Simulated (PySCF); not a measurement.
**Ho(OH)3: forces at shaken geometries**

How stiff is Ho(OH)3? Its atoms are displaced at random by several amounts. The structure is generated, not taken from experiment.

The runs use PySCF 2.14.0; TPSS, Ho lcecp-1-SVP with ECP56, O def2-SVP, H def2-SVP; scalar-relativistic core potentials, no spin–orbit coupling.

5 further runs of the same task are left out: 2 for a known fault of the program, 2 that didn't finish, 1 set aside as unsound or not needed.

### Step 1. The system as given

7 atoms, charge 0, spin multiplicity 1.

Bond lengths: Ho1–O2 2.045 Å, Ho1–O4 2.045 Å, Ho1–O6 2.045 Å, O2–H3 0.965 Å, O4–H5 0.965 Å, O6–H7 0.965 Å. Angles: O2–Ho1–O4 120.0°, O2–Ho1–O6 120.0°, O4–Ho1–O6 120.0°, Ho1–O2–H3 179.4°, Ho1–O4–H5 179.4°, Ho1–O6–H7 179.4°.

Geometry (Å):

```mol
H3HoO3
  3D, bonds by distance, orders not assigned

  7  6  0  0  0  0  0  0  0  0999 V2000
   -0.0000   -0.0000    0.1126 Ho  0  0
    2.0444    0.0000    0.1389 O   0  0
    3.0089    0.0000    0.1621 H   0  0
   -1.0222    1.7705    0.1389 O   0  0
   -1.5045    2.6058    0.1621 H   0  0
   -1.0222   -1.7705    0.1389 O   0  0
   -1.5045   -2.6058    0.1621 H   0  0
  1  2  8  0
  1  4  8  0
  1  6  8  0
  2  3  8  0
  4  5  8  0
  6  7  8  0
M  END
```

Formal oxidation states: Ho +3. Each metal's 10 4f electrons lie in its core potential, so multiplicities, spins and levels count the valence alone. An earlier session relaxed this geometry at TPSS, Ho lcecp-1-SVP with ECP56, O def2-SVP, H def2-SVP (singlet, point group C3v).

Its energy there is -265.170462 Eh.

### Step 2. Atoms moved at random, σ = 0.1 Å

run.py (the lines that set the calculation)

```python
mol = gto.M(atom='''
Ho    -0.12551     0.08050     0.23764
O      2.04302    -0.06240     0.07128
H      3.20028     0.05598     0.08962
O     -0.90973     1.88485     0.18886
H     -1.65514     2.52887     0.29510
O     -0.85727    -1.79957    -0.01137
H     -1.69565    -2.68824     0.14457''',
    basis={'Ho': 'lcecp-1-SVP', 'O': 'def2-SVP', 'H': 'def2-SVP'},
    ecp={'Ho': 'lcecp-1-SVP'},
    charge=0, spin=0)
mf = dft.RKS(mol, xc='TPSS')
mf.grids.atom_grid = (50, 194)  # f atoms: unpruned, at least (60, 302)
mf = mf.density_fit()  # fitting sets: Ho AutoAux, O def2-universal-JKFIT, H def2-universal-JKFIT
mf.conv_tol = 1e-08; mf.max_cycle = 55
mf.kernel(dm0)  # dm0: the density of the relaxed state
```

Launch:

```
$ OMP_NUM_THREADS=2 python run.py
```

### Step 3. Atoms moved at random, σ = 0.1 Å

run.py (the lines that set the calculation)

```python
mol = gto.M(atom='''
Ho     0.09619    -0.00159     0.07457
O      2.02386    -0.11313     0.24309
H      2.97707     0.03880     0.14051
O     -1.07836     1.66593     0.23129
H     -1.47147     2.61704     0.06628
O     -1.04101    -1.61075     0.14292
H     -1.50629    -2.59630     0.11703''',
    basis={'Ho': 'lcecp-1-SVP', 'O': 'def2-SVP', 'H': 'def2-SVP'},
    ecp={'Ho': 'lcecp-1-SVP'},
    charge=0, spin=0)
mf = dft.RKS(mol, xc='TPSS')
mf.grids.atom_grid = (50, 194)  # f atoms: unpruned, at least (60, 302)
mf = mf.density_fit()  # fitting sets: Ho AutoAux, O def2-universal-JKFIT, H def2-universal-JKFIT
mf.conv_tol = 1e-08; mf.max_cycle = 55
mf.kernel(dm0)  # dm0: the density of the relaxed state
```

### Step 4. Atoms moved at random, σ = 0.15 Å

run.py (the lines that set the calculation)

```python
mol = gto.M(atom='''
Ho     0.06985     0.05040     0.16613
O      1.94111    -0.09729     0.05395
H      2.79905     0.20660     0.06455
O     -1.06696     1.97841     0.42965
H     -1.60434     2.43835     0.25271
O     -0.72507    -1.97486     0.07285
H     -1.41364    -2.60162    -0.02415''',
    basis={'Ho': 'lcecp-1-SVP', 'O': 'def2-SVP', 'H': 'def2-SVP'},
    ecp={'Ho': 'lcecp-1-SVP'},
    charge=0, spin=0)
mf = dft.RKS(mol, xc='TPSS')
mf.grids.atom_grid = (50, 194)  # f atoms: unpruned, at least (60, 302)
mf = mf.density_fit()  # fitting sets: Ho AutoAux, O def2-universal-JKFIT, H def2-universal-JKFIT
mf.conv_tol = 1e-08; mf.max_cycle = 55
mf.kernel(dm0)  # dm0: the density of the relaxed state
```

Q: Predict the outcome of this session. Wanted: for each run, σ; energy rise; harmonic estimate −½ F·u; largest force component.

The runs gave:

| σ (Å) | energy rise (eV) | harmonic estimate −½ F·u (eV) | largest force component (eV/Å) |
| --- | --- | --- | --- |
| 0.1 | 2.187 | 1.885 | 5.42 |
| 0.1 | 0.775 | 0.766 | 5.43 |
| 0.15 | 3.705 | 3.139 | 23.52 |

Every displacement raises the energy. For a harmonic well the rise equals −½ F·u; the two differ by at most 15 % here (a move with σ = 0.15 Å), from anharmonicity, the grid and the small forces left at the relaxed point. These are double-zeta-type bases without diffuse functions. Spin–orbit coupling is left out.
